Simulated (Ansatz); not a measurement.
Turn this script for Ansatz's Python interface into the input file that the command-line program reads.

The script, `run_robust.py`:
```python
'''Stop the SCF of Al from a callback once the residual is small.'''

import logging
import sys

import ansatz as az

logging.basicConfig(stream=sys.stdout, format='%(levelname)s:%(name)s:%(message)s')
logger = logging.getLogger('ansatz_job')
logger.setLevel(logging.INFO)

CUTOFF = 470
KGRID = (9, 9, 3)
WIDTH_EV = 0.05
TOLERANCE = 1e-07

al = (
    az.Lattice.of((2.827077, 0.0, 0.0), (-1.413539, 2.448321, 0.0), (0.0, 0.0, 9.185993))
    .atom('Al', (0.0, 0.0, 0.0))
    .atom('Al', (1 / 3, 2 / 3, 0.25))
    .atom('Al', (0.0, 0.0, 0.5))
    .atom('Al', (2 / 3, 1 / 3, 0.75))
)

base = (
    al.calculation()
    .functional(az.Functional.PBESOL)
    .basis(CUTOFF)
    .kpoints(*KGRID)
    .occupations(az.OccupationsMethod.FERMI_DIRAC, width=WIDTH_EV)
    .scf(tolerance=TOLERANCE)
)

token = az.CancelToken()


def watch(event):
    if event['event'] == 'scf_iter':
        row = event['data']
        logger.info(f'iteration {row["iter"]:2d}  Harris-Foulkes {row["harris_foulkes_ev"]:.5f} eV  residual {row["dr2_ev"]:.2e} eV')
        if row['dr2_ev'] < 1e-2:
            token.cancel()


try:
    base.session().plan().execute(on_event=watch, cancel=token)
    logger.info('finished before the stop was seen')
except az.CancelledError:
    logger.info('stopped by the token')
```

Output of `python run_robust.py`:
```text
INFO:ansatz_job:iteration  1  Harris-Foulkes -2098.12621 eV  residual 1.82e-03 eV
INFO:ansatz_job:stopped by the token
```

`input.yaml`:
```yaml
crystal:
  lattice:
    - [2.827077, 0.0, 0.0]
    - [-1.413539, 2.448321, 0.0]
    - [0.0, 0.0, 9.185993]
  atoms:
    - { symbol: Al, position: [0.0, 0.0, 0.0] }
    - { symbol: Al, position: [0.3333333333333333, 0.6666666666666666, 0.25] }
    - { symbol: Al, position: [0.0, 0.0, 0.5] }
    - { symbol: Al, position: [0.6666666666666666, 0.3333333333333333, 0.75] }
basis:
  ecutwfc: 470.0
kpoints:
  mp_grid:
    grid: [9, 9, 3]
hamiltonian:
  xc: pbesol
scf:
  convergence:
    dr2_threshold: 1.0e-07
  occupations:
    method: fermi_dirac
    width: 0.05
```

Total energies depend on the potentials; only differences at equal settings carry meaning. A total without «per atom» is that of the cell as typed. This isn't the structure that Al takes at ambient conditions. The whole script took 1.1 s on 1 thread of Arm Neoverse V1, on a shared host, peak memory 0.32 GiB.

(Lines on the test bed's own set-up are left out of the output.)
